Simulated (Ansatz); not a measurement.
# Ta4NiO11 (F-43m) in Ansatz: reference runs

Aim: a first look at Ta4NiO11 with PBE, on the cell as given.

All numbers are computed with Ansatz 0.2.0; they aren't measurements. Logs are shortened: lines on timing, memory, paths and dates and some standing lists are left out, and cuts for length are marked.

**1. The crystal as given**

It takes space group F-43m (No. 216, cubic). The conventional cell has a = 9.734 Å, b = 9.734 Å, c = 9.734 Å, α = 90.00°, β = 90.00°, γ = 90.00°. Ta (site symmetry 3m) is surrounded by 6 O at 1.91 to 2.11 Å. Ni (site symmetry -43m) is surrounded by 10 O at 2.64 to 2.92 Å. O (site symmetry -43m) is surrounded by 12 O at 3.48 Å. O (site symmetry 3m) is surrounded by 3 Ta at 2.11 Å. O (site symmetry 2mm) has 2 Ta at 1.91 Å as nearest neighbours.

The cell was built by a generator and needn't be a form met in nature.

**2. Single point, PBE, collinear spin, ferromagnetic start**

Input file input.yaml:

```yaml
crystal:
  lattice:
    - [0.0, 4.86715, 4.86715]
    - [4.86715, 0.0, 4.86715]
    - [4.86715, 4.86715, 0.0]
  atoms:
    - { symbol: Ta, position: [0.63007, 0.1098, 0.63007] }
    - { symbol: Ta, position: [0.63007, 0.63007, 0.63007] }
    - { symbol: Ta, position: [0.1098, 0.63007, 0.63007] }
    - { symbol: Ta, position: [0.63007, 0.63007, 0.1098] }
    - { symbol: Ni, position: [0.0, 0.0, 0.0], spin: 1.0 }
    - { symbol: O, position: [0.25, 0.25, 0.25] }
    - { symbol: O, position: [0.84346, 0.46962, 0.84346] }
    - { symbol: O, position: [0.84346, 0.84346, 0.84346] }
    - { symbol: O, position: [0.46962, 0.84346, 0.84346] }
    - { symbol: O, position: [0.84346, 0.84346, 0.46962] }
    - { symbol: O, position: [0.30023, 0.69977, 0.69977] }
    - { symbol: O, position: [0.69977, 0.30023, 0.30023] }
    - { symbol: O, position: [0.69977, 0.69977, 0.30023] }
    - { symbol: O, position: [0.30023, 0.30023, 0.69977] }
    - { symbol: O, position: [0.30023, 0.69977, 0.30023] }
    - { symbol: O, position: [0.69977, 0.30023, 0.69977] }
kpoints:
  mp_grid: { grid: [5, 5, 5] }
scf:
  occupations: { method: fermi_dirac, width: 0.05 }
hamiltonian:
  xc: pbe
  pseudopotentials: { kind: all_electron, lapw: { basis_error: 0.003 } }
magnetization:
  spin_polarized: true
output:
  forces: true
  stress: true
  eigenvalues: true
  populations: true
```

Potentials or basis: all-electron LAPW, scalar-relativistic.

Started as:

```console
$ ansatz run input.yaml --threads 8 --pin off --max-ram 24576MiB --backend cpu --events-out ev --progress --plain --runs-dir out
```

What it wrote:

```text
Warning: the atoms were moved onto the symmetric positions of the space group found under crystal.symmetry.tolerance 1.0e-5 (fractional; no operation is sought that the atoms, as they stand in a round, miss by more than twice it, and no atom is moved by as much as it), and the run uses the moved positions. Before a round's move an operation carried an atom to 5.16e-5 Å from where it should land, the largest such distance. Atom 0 (counting from 0) moved farthest, by 4.22e-5 Å; the longest move in fractions of the cell, of whichever atom, is 0.43 of the tolerance, in 1 round. To run the atoms as typed, lower crystal.symmetry.tolerance until the operations that they miss are no longer found, or set crystal.symmetry.detect: false (a key that needs symmetry detection or time reversal refuses this as the deck is read). The positions used, in the order of the run's atom list: position: [0.6300675, 0.10979749999999996, 0.6300675]; position: [0.6300675, 0.6300675, 0.6300675]; position: [0.10979749999999996, 0.6300675, 0.6300675]; position: [0.6300675, 0.6300675, 0.10979749999999996]; position: [0.0, 0.0, 0.0]; position: [0.24999999999999997, 0.24999999999999997, 0.24999999999999997]; position: [0.84346, 0.4696199999999999, 0.84346]; position: [0.84346, 0.84346, 0.84346]; position: [0.4696199999999999, 0.84346, 0.84346]; position: [0.84346, 0.84346, 0.4696199999999999]; position: [0.30023, 0.69977, 0.69977]; position: [0.69977, 0.30023, 0.30023]; position: [0.69977, 0.69977, 0.30023]; position: [0.30023, 0.30023, 0.69977]; position: [0.30023, 0.69977, 0.30023]; position: [0.69977, 0.30023, 0.69977];
Warning: RAYON_NUM_THREADS=8 ignored (pool sized by the plan → 8); use --threads N
Ta: projections on atomic orbitals take those of the free atom 1s2 2s2 2p6 3s2 3p6 3d10 4s2 4p6 4d10 4f14 5s2 5p6 5d3 6s2, of charge +0.00 (hamiltonian.pseudopotentials.projection_atoms)
Ni: projections on atomic orbitals take those of the free atom 1s2 2s2 2p6 3s2 3p6 3d8 4s2, of charge +0.00 (hamiltonian.pseudopotentials.projection_atoms)
O: projections on atomic orbitals take those of the free atom 1s2 2s2 2p4, of charge +0.00 (hamiltonian.pseudopotentials.projection_atoms)
LAPW: plane waves up to 10.890 Å⁻¹, error target 3.0e-3 eV per atom; small_component_spin mean_spin; O in spheres of 0.807 Å, 8 of its electrons in bands, Dirac shells []; Ni in spheres of 1.108 Å, 18 of its electrons in bands, Dirac shells []; Ta in spheres of 1.108 Å, 45 of its electrons in bands, Dirac shells [] (how accurate: hamiltonian.pseudopotentials.lapw.basis_error, Limitations)
[... 187 lines left out ...]
  k-point 38 ↓: bands = ["-526.3132", "-526.3132", "-526.3040", "-526.3040", "-496.4619", "-496.4619", "-496.4442", "-496.4442", "-496.2616", "-496.1882", "-496.1882", "-496.1882", "-496.1882", "-496.1634", "-493.8852", "-386.8416", "-386.8416", "-386.8415", "-386.8415", "-386.8328", "-386.8328", "-386.8326", "-386.8326", "-386.8321", "-386.8321", "-386.8235", "-386.8235", "-208.4096", "-208.4096", "-208.4094", "-208.4094", "-208.4087", "-208.4087", "-208.4007", "-208.4007", "-208.4002", "-208.4002", "-208.3995", "-208.3995", "-208.3911", "-208.3911", "-208.3910", "-208.3910", "-208.3822", "-208.3822", "-208.3816", "-208.3816", "-90.9023", "-59.5162", "-59.5100", "-59.5024", "-59.4999", "-51.4135", "-51.3999", "-51.3511", "-26.2977", "-26.2284", "-26.2091", "-26.1752", "-26.1552", "-26.1399", "-26.1085", "-26.0961", "-26.0776", "-26.0587", "-26.0055", "-25.9991", "-11.4032", "-11.3878", "-11.3772", "-11.3741", "-11.3706", "-11.3638", "-11.3489", "-11.3411", "-11.3346", "-11.3151", "-11.3107", "-11.3077", "-11.3075", "-11.3059", "-11.3026", "-11.2975", "-11.2970", "-11.2954", "-11.2943", "-11.2929", "-11.2910", "-11.2893", "-11.2890", "-11.2869", "-11.2853", "-11.2839", "-11.2813", "-11.2805", "-9.9062", "-9.1991", "-8.9681", "-8.9552", "-8.5361", "-8.5253", "-8.5145", "-8.4671", "-8.4575", "-8.3206", "-3.4763", "2.6221", "2.7344", "2.7491", "3.0052", "3.0805", "3.2111", "3.7690", "3.8148", "3.8306", "3.9314", "4.2298", "4.3600", "4.5292", "4.6834", "5.1123", "5.2476", "5.6394", "5.7009", "5.7776", "6.0667", "6.2376", "6.5422", "6.6767", "6.7748", "6.7852", "6.9507", "7.0800", "7.1614", "7.3316", "7.4404", "10.1877", "10.2567", "10.2766", "10.6368", "10.6709", "10.8224", "10.8705", "11.3924", "11.7735", "11.8719", "11.9082", "12.1233", "12.2777", "12.6205", "12.7493", "12.9077", "13.3890", "13.4548", "13.6219", "14.5042", "14.5532", "14.7018", "14.8268", "15.1052", "15.6182", "15.7902", "16.1594", "16.3806", "16.7171", "16.8901", "17.1057", "17.4121", "18.3392", "18.5873", "18.8910", "19.5611", "20.3181"]
--- Löwdin populations: 16 sites ---
  site symbol       q [e]    m [muB]
     0     Ta     71.3293    -0.0233
     1     Ta     71.3277    -0.0221
     2     Ta     71.3277    -0.0221
     3     Ta     71.3293    -0.0233
     4     Ni     27.1241     1.0765
     5      O      8.5945     1.2527
[... 8 lines left out ...]
    14      O      8.5838     0.0007
    15      O      8.5838     0.0007
  spilling = 0.001626 (of n_electrons = 408.000000)
```

Wall time 83 min (8 threads of Intel Xeon Platinum 8375C at 2.90GHz (Ice Lake), shared host); peak memory 13 GiB.

The run converged, but a check on its numbers failed (symmetry, net force, bounds or a known fault of this set-up), so they aren't taken as properties of the crystal.

Caveat: the result breaks the symmetry of the cell; a cell with one magnetic atom can't hold antiferromagnetic order, which such compounds often take; semilocal functionals often make such compounds metallic where correlation or magnetic order opens a gap, which also shifts bond lengths.
